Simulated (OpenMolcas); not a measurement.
**One shape, several levels: GeH2O (SMILES [OH][GeH])**

Wanted: a comparison of 6 runs (HF/STO-3G, HF/3-21G, TPSSh/6-31G, B3LYP/6-31G*, PBE0/def2-SVP, RI-MP2/Sadlej_pVTZ) of GeH2O. 

Program for the calculation: OpenMolcas 26.06.

4 further runs of the same task are left out: 1 that didn't finish, 3 set aside as unsound or not needed.

## 1. Starting point

GeH2O has 4 atoms, charge 0, and is taken as a singlet. SMILES: `[OH][GeH]`. The shape comes from GFN2-xTB, which is rough for such elements, and wasn't checked as a minimum.

Bond lengths: O1–Ge2 1.765 Å, O1–H3 0.956 Å, Ge2–H4 1.650 Å. Angles: O1–Ge2–H4 91.0°, Ge2–O1–H3 121.9°.

## 2. Energy and gradient at HF/STO-3G (run 1)

Input file mol.inp:

```
* GeH2O Hartree-Fock

&gateway
 baslib=$CurrDir
 coord
 4
 angstrom
 O       -0.073730      -0.623530       0.482270
 Ge       0.528250       0.598570      -0.639290
 H        0.474150      -1.346940       0.781460
 H       -0.928680       1.371900      -0.624440
 basis=STO-3G
 group=NoSym

&seward

&scf
 thresholds=1e-10 1e-07 1e-07 1e-05
 prorbitals=1 2

&alaska
```

The basis set STO-3G is read from a file made from the Basis Set Exchange's data (not shown).

Command:

```sh
$ export MOLCAS_MEM=1860
$ pymolcas mol.inp > mol.log
```

Standard output:

```text
--- Start Module: gateway ---
[...]
--- Stop Module: gateway /rc=_RC_ALL_IS_WELL_ ---
[...]
      Basis functions           25
[...]
--- Start Module: scf ---
[...]
       Convergence after  14 Iterations
[...]
::    Total SCF energy                              -2126.7011176992
[...]
      Total spin, S                                     0.0000000000
[...]
      Total electronic charge=   42.000000
      Total            charge=   -0.000000
[...]
      Dipole Moment (debye):
      Origin of the operator (angstrom)=    0.4069    0.3731   -0.4284
                   X=  1.0086E+00               Y= -5.7418E-01               Z=  8.3913E-03           Total=  1.1606E+00
      Quadrupole Moment (debye*angstrom):
[...]
--- Stop Module: scf /rc=_RC_ALL_IS_WELL_ ---
--- Start Module: alaska ---
[...]
 *              Molecular gradients               *
 **************************************************
  Irreducible representation: a
 ------------------------------------------------------------------------------------------
                              X                       Y                       Z
 ------------------------------------------------------------------------------------------
  O1                2.27520362020002E-02   -6.65391229815810E-02    3.89893625861895E-02
  GE2               5.77912916325722E-02    1.97321300276183E-02   -3.69139010206361E-02
  H3               -3.31943624078797E-02    2.01718096797792E-02   -1.35386068385346E-03
  H4               -4.73489654267043E-02    2.66351832742049E-02   -7.21600881693818E-04
 ------------------------------------------------------------------------------------------
--- Stop Module: alaska /rc=_RC_ALL_IS_WELL_ ---
[...]
```

Wall time 2 s (1 thread of Arm Neoverse V1, shared host); peak memory 0.37 GiB.

## 3. Energy and forces at HF/3-21G (run 2)

Input file job.inp:

```
>>> EXPORT MOLCAS_PRINT=2

&GATEWAY
  BASLIB=$CurrDir
  COORD
  4
  bohr
  O     -0.13932951    -1.17830093     0.91135822
  Ge     0.99824783     1.13113337    -1.20808301
  H      0.89601364    -2.54534771     1.47674538
  H     -1.75495086     2.59251527    -1.18002058
  BASIS=3-21G
  GROUP=NoSym

&SEWARD

&SCF
  THRESHOLDS=1e-10 1e-07 1e-07 1e-05
  PRORBITALS=0

&ALASKA
```

The basis set 3-21G is read from a file made from the Basis Set Exchange's data (not shown).

Command:

```sh
$ export MOLCAS_MEM=1860
$ pymolcas job.inp > job.log
```

Standard output:

```text
--- Start Module: gateway ---
[...]
--- Stop Module: gateway /rc=_RC_ALL_IS_WELL_ ---
[...]
      Basis functions           35
[...]
--- Start Module: scf ---
[...]
       Convergence after  13 Iterations
[...]
::    Total SCF energy                              -2140.9400980325
[...]
      Total spin, S                                     0.0000000000
[...]
      Total electronic charge=   42.000000
      Total            charge=   -0.000000
[...]
      Dipole Moment (debye):
      Origin of the operator (angstrom)=    0.4069    0.3731   -0.4284
                   X=  1.7165E+00               Y= -6.9342E-01               Z= -1.9022E-01           Total=  1.8610E+00
      Quadrupole Moment (debye*angstrom):
[...]
--- Stop Module: scf /rc=_RC_ALL_IS_WELL_ ---
--- Start Module: alaska ---
[...]
 *              Molecular gradients               *
 **************************************************
  Irreducible representation: a
 ------------------------------------------------------------------------------------------
                              X                       Y                       Z
 ------------------------------------------------------------------------------------------
  O1               -7.24471714166874E-03   -1.53154780021172E-02    1.41281491001948E-02
  GE2               2.53192159659452E-02    6.20960402178561E-03   -1.44402194111279E-02
  H3               -3.87693969787417E-03    6.74636596438472E-03   -3.48214157606552E-03
  H4               -1.41975591263845E-02    2.35950801595619E-03    3.79421188700746E-03
 ------------------------------------------------------------------------------------------
--- Stop Module: alaska /rc=_RC_ALL_IS_WELL_ ---
[...]
```

Run time: 2 s. Hardware: 1 thread of Arm Neoverse V1, shared host; peak memory 0.37 GiB.

Runs 3 to 4 aren't shown in full; the table further down has their settings and results.

## 4. Energy and gradient at PBE0/def2-SVP (run 5)

Input file mol.inp:

```
&GATEWAY
 BasLib=$CurrDir
 Coord
 4
 angstrom
 O       -0.073730      -0.623530       0.482270
 Ge       0.528250       0.598570      -0.639290
 H        0.474150      -1.346940       0.781460
 H       -0.928680       1.371900      -0.624440
 Basis=def2-SVP
 Group=NoSym

&SEWARD
 GridInput
 Grid=UltraFine
 End of Grid

&SCF
 KSDFT=PBE0
 Thresholds=1e-10 1e-07 1e-07 1e-05
 PrOrbitals=1 2

&ALASKA
```

The basis set def2-SVP is read from a file made from the Basis Set Exchange's data (not shown).

Command:

```sh
$ export MOLCAS_MEM=1860
$ pymolcas mol.inp > mol.log
```

Standard output:

```text
--- Start Module: gateway ---
[...]
--- Stop Module: gateway /rc=_RC_ALL_IS_WELL_ ---
[...]
      Basis functions           56
[...]
--- Start Module: scf ---
[...]
       Convergence after  13 Iterations
[...]
::    Total KS-DFT energy                           -2152.7498223655
[...]
      Total spin, S                                     0.0000000000
[...]
      Total electronic charge=   42.000000
      Total            charge=   -0.000000
[...]
      Dipole Moment (debye):
      Origin of the operator (angstrom)=    0.4069    0.3731   -0.4284
                   X=  1.3132E+00               Y= -8.2020E-01               Z=  6.3117E-02           Total=  1.5496E+00
      Quadrupole Moment (debye*angstrom):
[...]
--- Stop Module: scf /rc=_RC_ALL_IS_WELL_ ---
[...]
--- Start Module: alaska ---
[...]
 *              Molecular gradients               *
 **************************************************
  Irreducible representation: a
 ------------------------------------------------------------------------------------------
                              X                       Y                       Z
 ------------------------------------------------------------------------------------------
  O1                1.47089591782681E-02    1.84786814542370E-03   -7.02358919356350E-03
  GE2               6.11379528826106E-03   -9.24070416281353E-03    4.35769352243298E-03
  H3               -9.88621289189728E-03    3.33866825361095E-03    1.38626397328379E-03
  H4               -1.09365415746829E-02    4.05416776376377E-03    1.27963169779385E-03
 ------------------------------------------------------------------------------------------
--- Stop Module: alaska /rc=_RC_ALL_IS_WELL_ ---
[...]
```

It took 10 s on 1 thread of Arm Neoverse V1, shared host; peak memory 0.39 GiB.

## 5. A single-point energy at RI-MP2/Sadlej_pVTZ (Cholesky decomposition) (run 6)

Input file run.inp:

```
&GATEWAY
  XBAS
  O.Sadlej_pVTZ
  Ge.Sadlej_pVTZ
  H.Sadlej_pVTZ
  End of Basis
  ZMAT
  O1
  Ge2 1 1.764598
  H3 1 0.955515 2 121.85303
  H4 2 1.649517 1 91.0116 3 179.5518
  End of ZMAT

&SEWARD
  LOW

&SCF
  ITERATIONS
  30
  CORE
  PRORBITALS
  1 2

&MBPT2
  FROZEN
  10
```

Command:

```sh
$ export MOLCAS_MEM=1860
$ pymolcas run.inp > run.log
```

Standard output:

```text
--- Start Module: gateway ---
[...]
--- Stop Module: gateway /rc=_RC_ALL_IS_WELL_ ---
[...]
      Basis functions          106
[...]
--- Start Module: scf ---
[...]
       Convergence after  18 Iterations
[...]
::    Total SCF energy                              -2151.3676584646
[...]
      Total spin, S                                     0.0000000000
[...]
      Total electronic charge=   42.000000
      Total            charge=   -0.000000
[...]
      Dipole Moment (debye):
      Origin of the operator (angstrom)=   -0.0092    0.0001    1.4330
                   X=  1.4317E+00               Y= -1.6596E-03               Z=  2.3840E-01           Total=  1.4514E+00
      Quadrupole Moment (debye*angstrom):
[...]
--- Stop Module: scf /rc=_RC_ALL_IS_WELL_ ---
[...]
--- Start Module: mbpt2 ---
[...]
WARNING!
Default frozen orbitals as non valence orbitals is overwritten by user input.
Default values:  15
[...]
       Reference weight ( Cref**2 )         =        0.87842
::    Total MBPT2 energy                            -2152.0826703423
[...]
--- Stop Module: mbpt2 /rc=_RC_ALL_IS_WELL_ ---
[...]
```

It took 8.1 s on 1 thread of Arm Neoverse V1, shared host.

## 6. Overview of the runs

```csv
run,level,integration grid,Cartesian functions,energy (Eh),dipole moment (D) of the reference,HOMO energy (eV),LUMO energy (eV),wall time
1,HF/STO-3G,–,no,-2126.701118,1.16,-6.08,5.44,2 s
2,HF/3-21G,–,no,-2140.940098,1.86,-8.84,1.07,2 s
3,TPSSh/6-31G,UltraFine,no,-2152.993674,1.72,-5.96,-2.57,10 s
4,B3LYP/6-31G* (Cartesian functions),UltraFine,yes,-2153.179082,1.48,-6.32,-2.28,11 s
5,PBE0/def2-SVP,UltraFine,no,-2152.749822,1.55,-6.51,-2.06,10 s
6,RI-MP2/Sadlej_pVTZ (Cholesky decomposition),–,no,-2152.082670,1.45,-9.20,0.42,8.1 s
```

## 7. Outcome

| quantity | value |
| --- | --- |
| run 6: total energy | -2152.08267 Eh |
| run 6: dipole moment (mean-field density) | 1.45 D |
| run 6: HOMO energy (Hartree–Fock orbitals) | -9.20 eV |
| run 6: LUMO energy (Hartree–Fock orbitals) | 0.42 eV |
| run 6: HOMO–LUMO gap (Hartree–Fock orbitals) | 9.62 eV |
| run 6: correlation energy (10 core orbitals frozen) | -715.0 mEh |

What this shows: Over runs 1, 2, 3, 4, 5 the dipole moment (its size) runs from 1.16 D (HF/STO-3G) to 1.86 D (HF/3-21G). Over runs 1, 2, 3, 4, 5 the HOMO–LUMO gap runs from 3.40 eV (TPSSh/6-31G) to 11.51 eV (HF/STO-3G). The two ends differ in method and basis. Totals of different functionals can't be ranked against each other. In run 1 the basis is minimal, so the values are rough. All runs together took 44 s, the longest 11 s.
